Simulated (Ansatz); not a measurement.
# Zr2Ti3C5: a trial structure relaxed

Aim: relax a trial structure of Zr2Ti3C5 and see where it ends, then test the end with a random kick.

Computed with Ansatz 0.2.0 (DFT PBE, scalar-relativistic, plane waves, PAW, unless a step's input says otherwise).

### Step 1. The starting structure

The structure is tetragonal, space group I4/mmm (No. 139). Conventional cell: a = 3.414 Å, b = 3.414 Å, c = 24.141 Å, α = 90.00°, β = 90.00°, γ = 90.00°. Zr (site symmetry 4mm) is surrounded by 6 C at 2.41 Å. Ti (site symmetry 4mm) has 6 C at 2.41 Å in its first shell of neighbours. Ti (site symmetry 4/mmm) has 6 C at 2.41 Å in its first shell of neighbours. Around C (site symmetry 4mm) lie 1 Ti at 2.41 Å and 5 Zr at 2.41 Å. C (site symmetry 4mm) is surrounded by 1 Zr at 2.41 Å and 5 Ti at 2.41 Å. C (site symmetry 4/mmm) has 6 Ti at 2.41 Å in its first shell of neighbours.

Structure file:

```cif
data_structure
_symmetry_space_group_name_H-M 'I4/mmm'
_symmetry_Int_Tables_number 139
_cell_length_a 3.4141
_cell_length_b 3.4141
_cell_length_c 24.1412
_cell_angle_alpha 90.000
_cell_angle_beta 90.000
_cell_angle_gamma 90.000
_cell_volume 281.39
loop_
_atom_site_label
_atom_site_type_symbol
_atom_site_symmetry_multiplicity
_atom_site_Wyckoff_symbol
_atom_site_fract_x
_atom_site_fract_y
_atom_site_fract_z
_atom_site_occupancy
Zr1 Zr 4 e 0.00000 0.00000 0.20000 1
Ti1 Ti 4 e 0.50000 0.50000 0.10000 1
Ti2 Ti 2 a 0.00000 0.00000 0.00000 1
C1 C 4 e 0.50000 0.50000 0.20000 1
C2 C 4 e 0.50000 0.50000 0.40000 1
C3 C 2 b 0.50000 0.50000 0.00000 1
```

The start is an ordering of an alloy on its end members' structure types: elements ordered on the sites of the ZrC type, Ti/Zr on Zr (I4/mmm, No. 139).

### Step 2. Probe: one point on a coarse mesh

The input, input.yaml:

```yaml
crystal:
  lattice:
    - [-1.70704176, 1.70704176, 12.07060804]
    - [1.70704176, -1.70704176, 12.07060804]
    - [1.70704176, 1.70704176, -12.07060804]
  atoms:
    - { symbol: Zr, position: [0.2, 0.2, 0.0] }
    - { symbol: Zr, position: [0.8, 0.8, 0.0] }
    - { symbol: Ti, position: [0.6, 0.6, 0.0] }
    - { symbol: Ti, position: [0.4, 0.4, 0.0] }
    - { symbol: Ti, position: [0.0, 0.0, 0.0] }
    - { symbol: C, position: [0.7, 0.7, 0.0] }
    - { symbol: C, position: [0.3, 0.3, 0.0] }
    - { symbol: C, position: [0.9, 0.9, 0.0] }
    - { symbol: C, position: [0.5, 0.5, 0.0] }
    - { symbol: C, position: [0.1, 0.1, 0.0] }
basis:
  ecutwfc: 420
kpoints:
  mp_grid: { grid: [8, 8, 8] }
hamiltonian:
  xc: pbe
scf:
  occupations: { method: gaussian, width: 0.1 }
  lower_state_search: "off"
output:
  forces: true
  stress: true
  eigenvalues: true
```

Command:

```bash
$ ansatz run input.yaml --threads 4 --pin off --max-ram 8192MiB --backend cpu --events-out ev --progress --plain --runs-dir out
```

The session goes on with these runs: a loose first relaxation; spin check on a coarse mesh; full relaxation; reference for the kick test; random kick, then relaxation.

What does the calculation give? Wanted: conventional cell; volume; energy over the elements; gap on the mesh.

As calculated:

| quantity | value |
| --- | --- |
| symmetry at the end (tolerance 0.05 Å) | space group I4/mmm (No. 139) |
| conventional cell | a = 3.196 Å, b = 3.196 Å, c = 22.395 Å, α = 90.00°, β = 90.00°, γ = 90.00° |
| volume | 11.44 Å³/atom |
| energy over the elements | -0.77 eV/atom |
| gap on the mesh | none (metal) |

In words: The space group I4/mmm (No. 139) is kept, and the volume per atom shrinks by 18.7 % from the first guess. It lies below the elements, which doesn't yet make it stable: competing phases were not computed in this session. The kicked cell came back to the same energy, so the end is stable against the distortions that fit this cell and this draw; modes that don't fit the cell aren't tested. Other magnetic orders were not searched.
